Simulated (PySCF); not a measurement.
# C3H9BN2O: the cost of one run

Computed with PySCF 2.14.0, with density-fitted response routines of our own, on a single molecule in the gas phase. Atoms are numbered from 0 throughout.

## 1. The molecule as given

16 atoms, charge 0, multiplicity 1; geometry from: GFN2-xTB.

Bonds of the start (Å): C0–C1 1.49, C1–C2 1.33, C2–O3 1.35, O3–B4 1.38, B4–N5 1.41, B4–N6 1.41, C0–H7 1.09, C0–H8 1.09, C0–H9 1.09, C1–H10 1.08, C2–H11 1.09, N5–H12 1.00, N5–H13 1.00, N6–H14 1.00, N6–H15 1.00.

## 2. Spin-spin couplings: B3LYP/pcJ-1

The job: settings as JSON, then the geometry in Å.

```
{"job": {"kind": "j", "xc": "B3LYP", "basis": "pcJ-1"}, "charge": 0, "multiplicity": 1}
C      2.815726     0.340612     0.057895
C      1.364454    -0.005571    -0.016918
C      0.671284    -0.486709     1.006578
O     -0.624222    -0.866795     1.007828
B     -1.657855    -0.266722     0.313608
N     -2.844697    -1.020135     0.213087
N     -1.575933     1.037340    -0.224170
H      3.206074     0.157504     1.055870
H      2.972633     1.390689    -0.190026
H      3.386103    -0.254642    -0.655323
H      0.881170     0.139318    -0.972685
H      1.147933    -0.670122     1.965880
H     -2.910879    -1.945841     0.590988
H     -3.696021    -0.679678    -0.190156
H     -0.781658     1.631948    -0.075599
H     -2.361713     1.507747    -0.630784
```

Method: B3LYP/pcJ-1 indirect spin-spin coupling, non-relativistic, gas phase.

On the command line:

```
> OMP_NUM_THREADS=1 python probes_run.py task.json out
```

The driver reads the jobs from task.json and runs them one after another.

Q: Estimate the wall time and peak memory of this job on 1 thread of Arm Neoverse N1, shared host.

About 2.1 min, with a peak of 1.1 GiB.
